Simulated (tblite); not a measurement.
# How the settings of tblite move a run on Hg2SO

Simulated with tblite 0.8.0. This is a test of settings. The cell was built from a prototype and was relaxed with r2SCAN in plane waves (Ansatz 0.2.0). It may be hypothetical. All runs are without spin polarisation.

Space group P-4m2 (No. 115), tetragonal; a = 3.983 Å, c = 5.415 Å in the conventional setting, 21.47 Å³ an atom. O is surrounded by 4 Hg at 2.29 Å; Hg is surrounded by 2 O at 2.29 Å and 2 S at 2.54 Å; S is surrounded by 4 Hg at 2.54 Å.

The base run uses GFN1-xTB on a cluster of 72 atoms.

```python
import json
from ase import Atoms
from ase.build import make_supercell
from ase.units import Bohr, GPa, Hartree
from tblite.interface import Calculator

atoms = Atoms(['O', 'Hg', 'S', 'Hg'],
              cell=[[3.9826517, 0.0, 0.0], [0.0, 3.9826517, 0.0], [0.0, 0.0, 5.41479135]],
              scaled_positions=[[0.0, 0.0, 0.0], [0.0, 0.5, 0.790031605], [0.5, 0.5, 0.5], [0.5, 0.0, 0.209968395]],
              pbc=True)
cluster = make_supercell(atoms, [[3, 0, 0], [0, 3, 0], [0, 0, 2]])
calc = Calculator('GFN1-xTB', cluster.numbers, cluster.positions / Bohr, lattice=cluster.cell[:] / Bohr, periodic=cluster.pbc)
calc.set('temperature', 0.02 / Hartree)
calc.set('max-iter', 150)
res = calc.singlepoint()
levels = res.get('orbital-energies') * Hartree
nv = round(res.get('orbital-occupations').sum() / 2)
cells = len(cluster) // len(atoms)
out = {'energy_per_cell': res.get('energy') * Hartree / cells, 'homo': levels[nv - 1], 'lumo': levels[nv],
       'stress': (-res.get('virial') * Hartree / cluster.get_volume() / GPa).tolist(), 'charges': res.get('charges')[:len(atoms)].tolist(), 'electrons': 2 * nv / cells}
json.dump(out, open('results.json', 'w'))
for key, value in out.items():
    print(key, value)
```

Command: `python run.py`. It took 2.3 s on 1 thread of Arm Neoverse V1, with other jobs on the host, peak memory 0.11 GiB.

It converged with no gap at the points read and a pressure of -4.29 GPa (positive in compression). xTB was fitted to molecules, so gaps, charges and pressures of solids can be far off.

Each further run moved one setting: temperature (electronic temperature in eV); accuracy (scale of the thresholds); charge (charge of the whole cluster); cluster (size of the cluster in conventional cells). Changes are from the base run, which isn't itself converged in every setting; energies of another Hamiltonian, functional, basis or charge aren't compared, and those at a high electronic temperature are mostly its entropy term.

```tsv
setting	how it ended	gap change (eV)	energy change (meV/atom)	pressure change (GPa)	time (s)
temperature = 0.001	converged	0.00	1.1	0.01	2.5
temperature = 0.1	converged	0.00	-7.1	-0.01	2.1
accuracy = 0.01	converged	0.00	0.0	0.00	2.4
charge = 2.0 (poor on purpose)	converged	–	–	–	2.4
cluster = 1x1x1 (poor on purpose)	converged	0.00	936.3	10.70	0.68
```

accuracy = 0.01 changes nothing that matters here.

Spin-orbit coupling is left out; in compounds of Pb, Bi, Tl or Hg it can lower a gap by up to about 1 eV, split its edges or invert the bands.
